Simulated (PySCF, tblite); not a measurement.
# C₃H₁₀SSi₂: dynamics, then NMR shifts on frames, part 2 of 2

tblite 0.8.0 and PySCF 2.14.0. Atoms count from 0.

### 5 Nuclear shieldings: 625 fs, PBE0/pcSseg-1

The job: settings as JSON, then the geometry in Å.

```
{"job": {"kind": "nmr", "xc": "PBE0", "basis": "pcSseg-1", "pop": false}, "charge": 0, "multiplicity": 1}
C     -3.758100    -0.219200     0.552800
C     -2.652500    -0.827800     0.914100
C     -1.499600    -0.183700     1.637700
Si    -0.106100     0.120600     0.370600
S      1.510400    -0.618800     1.500700
Si     3.206600    -0.676800     0.228300
H     -4.547700    -0.626800     0.030400
H     -3.868100     0.874300     0.816700
H     -2.503700    -1.856400     0.677400
H     -1.294600    -0.848900     2.440400
H     -1.831400     0.817200     2.047200
H     -0.168700    -0.630900    -0.818600
H     -0.058500     1.538600     0.100300
H      2.566300    -0.372000    -1.058200
H      4.129800     0.451000     0.546500
H      3.905700    -1.929900     0.346000
```

Level: GIAO PBE0/pcSseg-1 NMR shielding, non-relativistic, gas phase.

Standard output:

```text
coarse grid: 14336 points
cycle   1  E = -1096.8417016502  dE =  4.159e-01  |g| = 4.072e-01  |ddm| = 3.560e+00
cycle   2  E = -1096.8359189374  dE =  5.783e-03  |g| = 4.382e-01  |ddm| = 9.319e-01
cycle   3  E = -1096.8886912496  dE = -5.277e-02  |g| = 2.613e-02  |ddm| = 5.153e-01
cycle   4  E = -1096.8888122674  dE = -1.210e-04  |g| = 1.402e-02  |ddm| = 4.611e-02
cycle   5  E = -1096.8888599254  dE = -4.766e-05  |g| = 5.105e-03  |ddm| = 1.878e-02
cycle   6  E = -1096.8888659007  dE = -5.975e-06  |g| = 1.728e-03  |ddm| = 5.211e-03
final grid: 122944 points
cycle   7  E = -1096.9257126423  dE = -2.432e-05  |g| = 6.772e-03  |ddm| = 2.377e-02
cycle   8  E = -1096.9257084236  dE =  4.219e-06  |g| = 7.801e-03  |ddm| = 1.354e-02
cycle   9  E = -1096.9257240752  dE = -1.565e-05  |g| = 7.767e-04  |ddm| = 7.622e-03
cycle  10  E = -1096.9257242079  dE = -1.327e-07  |g| = 2.750e-04  |ddm| = 7.925e-04
cycle  11  E = -1096.9257242275  dE = -1.960e-08  |g| = 4.092e-05  |ddm| = 2.731e-04
cycle  12  E = -1096.9257242278  dE = -3.693e-10  |g| = 1.564e-05  |ddm| = 5.554e-05
converged SCF energy = -1096.9257242278

GIAO shielding tensors (ppm)
atom      isotropic    diamagn.    paramagn.     s11        s22        s33       span
  0 C       68.258     252.904    -184.646    -38.498     91.168    152.104    190.602
  1 C       44.485     257.595    -213.110    -77.474     49.106    161.822    239.296
  2 C      155.213     252.917     -97.704    138.163    148.908    178.568     40.405
  3 Si     379.462     881.837    -502.375    337.573    372.367    428.445     90.872
  4 S      843.636    1061.840    -218.204    763.608    869.230    898.071    134.463
  5 Si     408.513     880.217    -471.704    353.617    411.166    460.755    107.139
  6 H       27.236      29.795      -2.559     24.214     26.675     30.818      6.604
  7 H       25.913      29.461      -3.548     23.117     24.361     30.261      7.144
  8 H       25.780      32.082      -6.302     23.348     24.669     29.322      5.974
  9 H       29.973      32.363      -2.390     25.701     30.165     34.054      8.352
 10 H       28.577      31.307      -2.730     25.353     27.344     33.033      7.680
 11 H       27.855      32.823      -4.968     24.067     26.821     32.678      8.611
 12 H       27.278      31.759      -4.481     23.250     25.843     32.741      9.491
 13 H       26.889      30.152      -3.263     22.558     26.094     32.015      9.457
 14 H       26.683      28.452      -1.768     22.489     24.783     32.778     10.290
 15 H       27.233      29.057      -1.823     23.028     25.079     33.593     10.564
```

It took 16 s on 1 thread of Arm Neoverse V2, shared host; peak memory 0.81 GiB.

In short: δ C1 142.4, C0 118.7, C2 31.7, Si3 -30.3, H8 5.94, H7 5.80 ppm.

### 6 Nuclear shieldings: 800 fs, PBE0/pcSseg-1

The job: settings as JSON, then the geometry in Å.

```
{"job": {"kind": "nmr", "xc": "PBE0", "basis": "pcSseg-1", "pop": false}, "charge": 0, "multiplicity": 1}
C     -3.552600    -0.285000     0.660100
C     -2.504100    -0.645500     1.393000
C     -1.459100     0.381800     1.741300
Si     0.023500     0.059900     0.564600
S      1.600500    -0.933100     1.759300
Si     3.344700    -0.593400     0.563000
H     -4.389000    -0.881600     0.316700
H     -3.649200     0.753600     0.342000
H     -2.281100    -1.600900     1.841600
H     -0.980600     0.081300     2.712600
H     -1.806500     1.387700     1.731900
H     -0.260500    -0.821900    -0.523300
H      0.587800     1.297700     0.057300
H      3.289400    -1.660500    -0.459800
H      3.009400     0.727800    -0.000300
H      4.464900    -0.794100     1.472200
```

Method: GIAO PBE0/pcSseg-1 NMR shielding, non-relativistic, gas phase.

Standard output:

```text
coarse grid: 14336 points
cycle   1  E = -1096.8406787282  dE =  2.848e-01  |g| = 4.075e-01  |ddm| = 3.518e+00
cycle   2  E = -1096.8306720795  dE =  1.001e-02  |g| = 4.564e-01  |ddm| = 9.800e-01
cycle   3  E = -1096.8886273727  dE = -5.796e-02  |g| = 2.966e-02  |ddm| = 5.580e-01
cycle   4  E = -1096.8887641881  dE = -1.368e-04  |g| = 1.828e-02  |ddm| = 5.094e-02
cycle   5  E = -1096.8888429728  dE = -7.878e-05  |g| = 7.031e-03  |ddm| = 2.164e-02
cycle   6  E = -1096.8888551139  dE = -1.214e-05  |g| = 1.824e-03  |ddm| = 7.396e-03
cycle   7  E = -1096.8888560610  dE = -9.471e-07  |g| = 2.950e-04  |ddm| = 2.235e-03
final grid: 122944 points
cycle   8  E = -1096.9253690754  dE = -2.216e-05  |g| = 7.220e-03  |ddm| = 2.392e-02
cycle   9  E = -1096.9253636102  dE =  5.465e-06  |g| = 8.408e-03  |ddm| = 1.584e-02
cycle  10  E = -1096.9253825541  dE = -1.894e-05  |g| = 7.245e-04  |ddm| = 9.020e-03
cycle  11  E = -1096.9253826699  dE = -1.158e-07  |g| = 2.782e-04  |ddm| = 7.790e-04
cycle  12  E = -1096.9253826896  dE = -1.966e-08  |g| = 5.659e-05  |ddm| = 2.744e-04
cycle  13  E = -1096.9253826903  dE = -7.819e-10  |g| = 1.912e-05  |ddm| = 7.755e-05
converged SCF energy = -1096.9253826903

GIAO shielding tensors (ppm)
atom      isotropic    diamagn.    paramagn.     s11        s22        s33       span
  0 C       67.856     252.420    -184.564    -36.413     83.817    156.164    192.577
  1 C       43.143     257.120    -213.977    -74.897     39.532    164.793    239.691
  2 C      156.688     257.958    -101.269    143.363    150.222    176.480     33.117
  3 Si     351.125     882.789    -531.664    293.443    350.016    409.916    116.472
  4 S      818.009    1062.010    -244.001    728.441    827.398    898.188    169.747
  5 Si     403.776     880.555    -476.778    375.301    388.178    447.850     72.549
  6 H       26.393      27.843      -1.450     23.828     25.390     29.960      6.132
  7 H       26.299      31.250      -4.951     23.210     25.021     30.666      7.456
  8 H       25.027      30.744      -5.717     22.245     23.851     28.986      6.741
  9 H       28.649      31.463      -2.814     24.642     29.198     32.108      7.467
 10 H       29.715      33.618      -3.903     26.049     28.777     34.318      8.269
 11 H       27.313      33.273      -5.960     23.201     26.567     32.172      8.971
 12 H       26.914      32.620      -5.706     23.098     26.415     31.229      8.131
 13 H       26.535      29.569      -3.034     22.032     24.844     32.730     10.697
 14 H       26.463      29.941      -3.478     22.307     25.538     31.542      9.235
 15 H       26.722      28.779      -2.057     22.792     24.410     32.965     10.173
```

It took 17 s on 1 thread of Arm Neoverse V2, shared host; peak memory 0.81 GiB.

In short: δ C1 143.8, C0 119.1, C2 30.2, Si3 -2.0, H8 6.69, H7 5.42 ppm.

### 7 Nuclear shieldings: 1000 fs, PBE0/pcSseg-1

The job: settings as JSON, then the geometry in Å.

```
{"job": {"kind": "nmr", "xc": "PBE0", "basis": "pcSseg-1", "pop": false}, "charge": 0, "multiplicity": 1}
C     -3.667600     0.189700     0.665700
C     -2.751000     0.167300     1.624900
C     -1.505500     0.958700     1.528800
Si    -0.069200     0.153300     0.443500
S      1.316600    -1.089900     1.523500
Si     3.089400    -0.883500     0.384400
H     -4.486800    -0.593000     0.742200
H     -3.576100     0.758400    -0.219600
H     -2.850300    -0.540500     2.420600
H     -1.136700     1.146300     2.554400
H     -1.753400     1.904400     1.151100
H     -0.632000    -0.762700    -0.487800
H      0.741900     1.138200    -0.279100
H      3.047300    -1.440600    -0.956900
H      3.175000     0.602400     0.308800
H      4.178800    -1.365600     1.303500
```

Method: GIAO PBE0/pcSseg-1 NMR shielding, non-relativistic, gas phase.

Standard output:

```text
coarse grid: 14336 points
cycle   1  E = -1096.8424307745  dE =  3.264e-01  |g| = 4.080e-01  |ddm| = 3.540e+00
cycle   2  E = -1096.8342014855  dE =  8.229e-03  |g| = 4.483e-01  |ddm| = 9.326e-01
cycle   3  E = -1096.8896007928  dE = -5.540e-02  |g| = 2.668e-02  |ddm| = 5.223e-01
cycle   4  E = -1096.8897587022  dE = -1.579e-04  |g| = 1.098e-02  |ddm| = 4.249e-02
cycle   5  E = -1096.8897819661  dE = -2.326e-05  |g| = 6.431e-03  |ddm| = 1.557e-02
cycle   6  E = -1096.8897920968  dE = -1.013e-05  |g| = 1.474e-03  |ddm| = 5.729e-03
cycle   7  E = -1096.8897926555  dE = -5.587e-07  |g| = 3.168e-04  |ddm| = 1.423e-03
final grid: 122944 points
cycle   8  E = -1096.9260470488  dE = -2.414e-05  |g| = 6.697e-03  |ddm| = 2.301e-02
cycle   9  E = -1096.9260424151  dE =  4.634e-06  |g| = 7.753e-03  |ddm| = 1.444e-02
cycle  10  E = -1096.9260584023  dE = -1.599e-05  |g| = 7.786e-04  |ddm| = 8.260e-03
cycle  11  E = -1096.9260585391  dE = -1.369e-07  |g| = 2.648e-04  |ddm| = 7.875e-04
cycle  12  E = -1096.9260585570  dE = -1.784e-08  |g| = 5.921e-05  |ddm| = 2.730e-04
cycle  13  E = -1096.9260585578  dE = -8.363e-10  |g| = 1.717e-05  |ddm| = 6.850e-05
converged SCF energy = -1096.9260585578

GIAO shielding tensors (ppm)
atom      isotropic    diamagn.    paramagn.     s11        s22        s33       span
  0 C       58.147     256.278    -198.131    -61.580     81.821    154.201    215.780
  1 C       39.547     258.862    -219.315    -90.105     46.003    162.743    252.849
  2 C      164.287     253.030     -88.743    146.698    164.124    182.039     35.341
  3 Si     351.881     882.325    -530.444    297.230    364.333    394.080     96.849
  4 S      833.508    1061.773    -228.265    753.432    843.279    903.813    150.381
  5 Si     404.199     879.885    -475.686    372.963    383.077    456.557     83.594
  6 H       25.379      26.119      -0.739     22.177     24.014     29.946      7.769
  7 H       26.288      32.986      -6.699     21.565     26.584     30.713      9.148
  8 H       25.289      30.923      -5.634     22.760     24.419     28.689      5.928
  9 H       29.535      30.915      -1.380     25.864     28.588     34.153      8.290
 10 H       30.405      33.785      -3.380     25.851     29.593     35.772      9.920
 11 H       27.246      33.490      -6.245     22.592     26.742     32.403      9.810
 12 H       26.691      32.564      -5.873     22.556     26.885     30.631      8.075
 13 H       27.183      29.510      -2.327     23.189     24.899     33.460     10.271
 14 H       26.554      29.635      -3.082     22.329     25.508     31.824      9.496
 15 H       26.207      27.748      -1.541     22.214     23.977     32.430     10.217
```

Wall time 15 s (1 thread of Arm Neoverse V2, shared host); peak memory 0.81 GiB.

Key values: δ C1 147.4, C0 128.8, C2 22.6, Si3 -2.7, H8 6.43, H6 6.34 ppm.

### 8 Comparing the runs: NMR shifts

Shifts (ppm) of some atoms, chosen among heavy atoms and hydrogens apart, with basis size and wall time:

```csv
frame,C1,C0,C2,H6,H10,Si3,S4,functions,time
250 fs,137.8,122.6,23.3,5.66,1.87,-22.7,-349,173,18 s
425 fs,144.1,119.3,26.7,5.13,2.39,-21.6,-348,173,15 s
625 fs,142.4,118.7,31.7,4.48,3.14,-30.3,-340,173,16 s
800 fs,143.8,119.1,30.2,5.32,2.00,-2.0,-314,173,17 s
1000 fs,147.4,128.8,22.6,6.34,1.31,-2.7,-330,173,15 s
```

### 9 Results

What follows sums up all 2 parts.

```
                                       quantity                                                           value
                                     thermostat                                                           200 K
                  mean temperature, second half                                                           195 K
        mean potential energy above the minimum                                                         0.41 eV
 13C shifts against TMS (PBE0/pcSseg-1, 250 fs)                                          137.8, 122.6, 23.3 ppm
  1H shifts against TMS (PBE0/pcSseg-1, 250 fs)  5.88, 5.66, 4.91, 4.68, 4.45, 4.40, 4.10, 4.08, 2.23, 1.87 ppm
29Si shifts against TMS (PBE0/pcSseg-1, 250 fs)                                                -22.7, -53.5 ppm
 33S shifts against CS2 (PBE0/pcSseg-1, 250 fs)                                                        -349 ppm
                       range of the shift of S4                                                -349 to -314 ppm
```

In words: In the second half the potential energy averages 0.41 eV above the minimum; equipartition over 42 harmonic modes at 200 K would give 0.36 eV. With 16 atoms the temperature swings widely (86 to 265 K). Shifts at one fixed geometry are not the observed spectrum, which averages over the motion. In the first frame run (250 fs): The largest span, 233 ppm, is at C1, where the paramagnetic term is -209 ppm. In ppm, S4 moves most: its shift spreads over 34 ppm, from -349 (250 fs) to -314 (800 fs).
